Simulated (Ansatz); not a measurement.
# C2H5BS: small, medium and large basis sets

An exercise on one series of results from a longer session: the logs are not shown, and one member is left open.

Program: Ansatz 0.2.0, Gaussian basis. Level of theory: one geometry, several basis sets. These are calculated values, not measurements.

Levels to be run: PBE0-D4/def2-SVP; ωB97M-V/def2-SVP; PBE0-D4/def2-QZVPP; ωB97M-V/def2-QZVPP; the functionals' def2-TZVPP values are taken from earlier runs.

### The relaxed structure

An earlier PBE0-D4 in a triple-zeta def2 set relaxation fixed the geometry.

9 atoms, charge 0, spin multiplicity 1.

Atoms are counted from 1 here; the program's logs count them from 0.

Bond lengths: B1–C2 1.530 Å, B1–H5 1.198 Å, B1–H6 1.198 Å, C2–C3 1.464 Å, C2–S4 1.631 Å, C3–H7 1.096 Å, C3–H8 1.096 Å, C3–H9 1.090 Å. Angles: C2–B1–H5 119.0°, C2–B1–H6 119.0°, H5–B1–H6 120.9°, B1–C2–C3 144.3°, B1–C2–S4 84.6°, C3–C2–S4 131.0°, C2–C3–H7 108.7°, C2–C3–H8 108.7°, C2–C3–H9 113.4°, H7–C3–H8 105.6°, H7–C3–H9 110.1°, H8–C3–H9 110.1°.

Set-up of the first run:

in.yaml

```yaml
crystal:
  periodic: [false, false, false]
  atoms:
    - {symbol: B, position_ang: [-0.398553, 1.195225, -0.855704]}
    - {symbol: C, position_ang: [0.069428, -0.140494, -0.274129]}
    - {symbol: C, position_ang: [0.295536, -0.883468, 0.967348]}
    - {symbol: S, position_ang: [0.285028, -0.569033, -1.832783]}
    - {symbol: H, position_ang: [-1.571193, 1.381172, -1.012457]}
    - {symbol: H, position_ang: [0.383675, 2.098206, -0.939119]}
    - {symbol: H, position_ang: [-0.642106, -0.915670, 1.533278]}
    - {symbol: H, position_ang: [0.996424, -0.318074, 1.591604]}
    - {symbol: H, position_ang: [0.670261, -1.894266, 0.804859]}
basis:
  gaussian: {orbitals: def2-SVP}
hamiltonian: {xc: pbe0, dispersion: d4}
output: {orbitals: {seedname: orbitals}}
```

On the command line:

```console
> ansatz run in.yaml --threads 2 --pin off --events-out ev --progress --plain --max-ram 4352MiB
```

Steps of the session up to this table: PBE0-D4 in def2-SVP; ωB97M-V in def2-SVP; PBE0-D4 in def2-QZVPP; ωB97M-V in def2-QZVPP.

One of the session's tables, all rows but one given; the rest of the session is left out.

It belongs to the step «Functionals by basis». 

```
functional       basis  HOMO (eV)  LUMO (eV)
   PBE0-D4    def2-SVP          ?          ?
   PBE0-D4  def2-TZVPP      -7.47      -2.42
   PBE0-D4  def2-QZVPP      -7.49      -2.45
   ωB97M-V    def2-SVP      -9.55      -0.09
   ωB97M-V  def2-TZVPP      -9.60      -0.26
   ωB97M-V  def2-QZVPP      -9.61      -0.31
```

Q: Estimate the row for PBE0-D4, def2-SVP from the others.

The run gave: HOMO (eV): -7.45; LUMO (eV): -2.33. In the column «HOMO (eV)» it is the highest.
